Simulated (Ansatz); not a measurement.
# C2H7FSi2: up Jacob's ladder to CCSD(T)

The task here is to estimate one member of a computed series from the others.

The runs use Ansatz 0.2.0, Gaussian basis; functionals in def2-TZVPP, the program's frozen cores in correlated methods.

Levels to be run: PBE-D4, r2SCAN-D4, PBE0-D4, B3LYP-D4, ωB97X-V, ωB97M-V, B2PLYP; CCSD(T)/def2-TZVPP; MP2/def2-QZVPP; extrapolation to the limit.

**Structure used throughout**

All runs share one geometry, relaxed beforehand with PBE0-D4 in a triple-zeta def2 set.

SMILES `CC1(F)[SiH2][SiH2]1`, 12 atoms, charge 0, spin multiplicity 1.

Atoms are counted from 1 here; the program's logs count them from 0.

Bond lengths: C1–C2 1.505 Å, C1–H6 1.094 Å, C1–H7 1.094 Å, C1–H8 1.094 Å, C2–F3 1.388 Å, C2–Si4 1.922 Å, C2–Si5 1.922 Å, Si4–Si5 2.267 Å, Si4–H9 1.482 Å, Si4–H10 1.484 Å, Si5–H11 1.484 Å, Si5–H12 1.482 Å. Angles: C2–C1–H6 110.7°, C2–C1–H7 110.9°, C2–C1–H8 110.9°, H6–C1–H7 107.8°, H6–C1–H8 107.8°, H7–C1–H8 108.7°, C1–C2–F3 110.7°, C1–C2–Si4 116.7°, C1–C2–Si5 116.7°, F3–C2–Si4 118.0°, F3–C2–Si5 118.0°, Si4–C2–Si5 72.3°, C2–Si4–Si5 53.9°, C2–Si4–H9 115.5°, C2–Si4–H10 116.9°, Si5–Si4–H9 116.3°, Si5–Si4–H10 126.3°, H9–Si4–H10 113.9° and more.

Set-up of the first run:

File in.yaml:

```yaml
crystal:
  periodic: [false, false, false]
  atoms:
    - {symbol: C, position_ang: [-0.638409, -0.647799, 1.268488]}
    - {symbol: C, position_ang: [0.431165, -0.349737, 0.252195]}
    - {symbol: F, position_ang: [1.602140, -1.029500, 0.557432]}
    - {symbol: Si, position_ang: [0.574974, 1.473800, -0.338975]}
    - {symbol: Si, position_ang: [-0.121316, -0.285955, -1.587950]}
    - {symbol: H, position_ang: [-1.561398, -0.111792, 1.028055]}
    - {symbol: H, position_ang: [-0.869238, -1.716873, 1.289679]}
    - {symbol: H, position_ang: [-0.322947, -0.336907, 2.268723]}
    - {symbol: H, position_ang: [1.952552, 1.955993, -0.594121]}
    - {symbol: H, position_ang: [-0.294149, 2.469024, 0.336384]}
    - {symbol: H, position_ang: [-1.529345, -0.653050, -1.878890]}
    - {symbol: H, position_ang: [0.852974, -0.822504, -2.566818]}
basis:
  gaussian: {orbitals: def2-TZVPP}
hamiltonian: {xc: pbe, dispersion: d4}
output: {forces: true, orbitals: {seedname: orbitals}}
```

The run is started by

```
ansatz run in.yaml --threads 4 --pin off --events-out ev --progress --plain --max-ram 10444MiB
```

Among the steps run: PBE-D4 (GGA); r2SCAN-D4 (meta-GGA); PBE0-D4 (hybrid); B3LYP-D4 (hybrid); ωB97X-V (range-separated); ωB97M-V (range-separated); B2PLYP (double hybrid); CCSD(T) in def2-TZVPP; MP2 in def2-QZVPP.

One table of the session follows, with a row left open; its other results are not shown here.

| method | atomisation energy (kcal/mol) |
| --- | --- |
| PBE-D4 | 992.7 |
| r2SCAN-D4 | 981.9 |
| PBE0-D4 | 978.6 |
| B3LYP-D4 | 975.7 |
| ωB97X-V | 983.9 |
| ωB97M-V | 979.5 |
| B2PLYP | 963.0 |
| HF/def2-TZVPP | 713.4 |
| MP2/def2-TZVPP | 959.4 |
| CCSD/def2-TZVPP | 936.7 |
| CCSD(T)/def2-TZVPP | 950.8 |
| MP2/CBS | 985.5 |
| CCSD(T)/CBS | ? |

**Question.** Estimate the row for CCSD(T)/CBS.

**Answer.** atomisation energy (kcal/mol): 976.9. In the column «atomisation energy (kcal/mol)» it lies between B3LYP-D4 (975.7) and PBE0-D4 (978.6).
